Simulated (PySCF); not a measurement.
# C5H9BN2: electronic excitations

Wanted: the electronic excitations of C5H9BN2 (`C#CB(N)NCC=C`), by calculation.

The runs use PySCF 2.14.0, with density-fitted response routines of our own; the level of theory stands in each step. All values are computed, except where a source is named. Atoms are numbered from 0 throughout.

**1. Starting geometry**

17 atoms, charge 0, multiplicity 1; geometry from: GFN2-xTB.

Bonds of the start (Å): C0–C1 1.20, C1–B2 1.53, B2–N3 1.41, B2–N4 1.41, N4–C5 1.45, C5–C6 1.50, C6–C7 1.32, C0–H8 1.05, N3–H9 1.00, N3–H10 1.00, N4–H11 1.01, C5–H12 1.09, C5–H13 1.10, C6–H14 1.08, C7–H15 1.08, C7–H16 1.08.

**2. Excited states and response: B3LYP/def2-SVPD**

What the job is given:

```
{"job": {"kind": "uv", "xc": "B3LYP", "basis": "def2-SVPD", "nstates": 8, "ntriplets": 3}, "charge": 0, "multiplicity": 1}
C      2.245917     0.126132     1.887586
C      1.845903    -0.075015     0.772078
B      1.344026    -0.328406    -0.649848
N      2.247195    -0.230489    -1.724665
N      0.000365    -0.673574    -0.874492
C     -1.052422    -0.750715     0.113126
C     -2.072277     0.335261    -0.085896
C     -2.360231     1.259389     0.809843
H      2.596820     0.301919     2.863860
H      1.990022    -0.383782    -2.683149
H      3.217742    -0.009069    -1.601744
H     -0.331066    -0.813434    -1.817094
H     -0.597221    -0.660593     1.100912
H     -1.554075    -1.729434     0.046456
H     -2.561127     0.334994    -1.052797
H     -3.089834     2.030223     0.626070
H     -1.876735     1.278623     1.772469
```

With the program's defaults for keys left out, this is: TDDFT B3LYP/def2-SVPD, vertical, gas phase, core orbitals frozen in the response.

Run with:

```console
$ OMP_NUM_THREADS=1 python probes_run.py task.json out
```

The driver reads the jobs from task.json and runs them one after another.

What will the session give for the following? lowest singlet (B3LYP/def2-SVPD); brightest single state of those computed; lowest triplet; surface potential, 1st and 99th percentile. Wanted: lowest singlet; brightest single state of those computed; lowest triplet; surface potential, 1st and 99th percentile.

The runs gave:

```
                                quantity                        value
        lowest singlet (B3LYP/def2-SVPD)  5.44 eV (228 nm), f = 0.042
brightest single state of those computed  state 2, 5.67 eV, f = 0.077
                          lowest triplet                      4.56 eV
   surface potential, 1st and 99th percentile           -0.95 V and 1.66 V
```

The first singlet state (HOMO→LUMO 0.62, HOMO→LUMO+1 0.36) lies at 5.44 eV and is weak; of the 8 states computed, the strongest absorption comes from state 2 at 5.67 eV. The lowest triplet lies 0.88 eV below the lowest singlet (triplets in Tamm-Dancoff, singlets in full TDDFT).
